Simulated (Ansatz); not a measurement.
Wanted: the native input for an Ansatz 0.2.0 run.

```
Task                : relaxation of cell and atoms
Functional          : PBE
Dispersion          : D4
Potentials or basis : Ansatz PAW
Cutoff              : 420 eV (not typed: the program's choice for these potentials)
k mesh              : 8 × 8 × 8
Occupations         : fermi-dirac, width 0.05 eV
Spin                : no spin polarisation
```

Crystal: WAu.

```xyz
2
Lattice="0.0000 2.7480 2.7480 2.7480 0.0000 2.7480 2.7480 2.7480 0.0000" Properties=species:S:1:pos:R:3 pbc="T T T"
W     0.0000    0.0000    0.0000
Au    4.1220    4.1220    4.1220
```

The cell was built by a generator and needn't be a form met in nature.

The input as run:

input.yaml

```yaml
crystal:
  lattice:
    - [0.0, 2.74797926, 2.74797926]
    - [2.74797926, 0.0, 2.74797926]
    - [2.74797926, 2.74797926, 0.0]
  atoms:
    - { symbol: W, position: [0.0, 0.0, 0.0] }
    - { symbol: Au, position: [0.75, 0.75, 0.75] }
hamiltonian:
  xc: pbe
  pseudopotentials: { kind: paw }
  dispersion: d4
kpoints:
  mp_grid: { grid: [8, 8, 8] }
scf:
  occupations: { method: fermi_dirac, width: 0.05 }
output:
  forces: true
  stress: true
  eigenvalues: true
relax:
  f_tol: 0.01
  max_steps: 40
  cell: { stress_tol: 0.05 }
```

Potentials or basis: Ansatz PAW.

Command:

```bash
$ ansatz run input.yaml --threads 2 --pin off --max-ram 5632MiB --backend cpu --events-out ev --progress --plain --runs-dir out
```

Results of the run:

```json
{"Relaxed volume": "23.96 Å³/atom", "Relaxed cell": "a = 4.077 Å, b = 4.077 Å, c = 4.077 Å, α = 60.00°, β = 60.00°, γ = 60.00°", "Space group after relaxing (to 0.05 Å)": "F-43m (No. 216)", "Energy gained by relaxing": "245.4 meV/atom", "Ionic steps": "4", "Pressure after relaxing": "0.0 GPa", "Band gap on the k mesh": "none (metal or under the smearing width)"}
```

Caveat: the volume moved by over 15 % at a fixed basis, so the end points are rough; the plane-wave basis is chosen anew once the cell has moved, so the energies of steps on either side of that aren't comparable; pairwise dispersion overbinds metals, which lowers pressure and volume.

It took 7.1 s on 2 threads of Arm Neoverse V1, with other jobs on the host, peak memory 0.35 GiB.
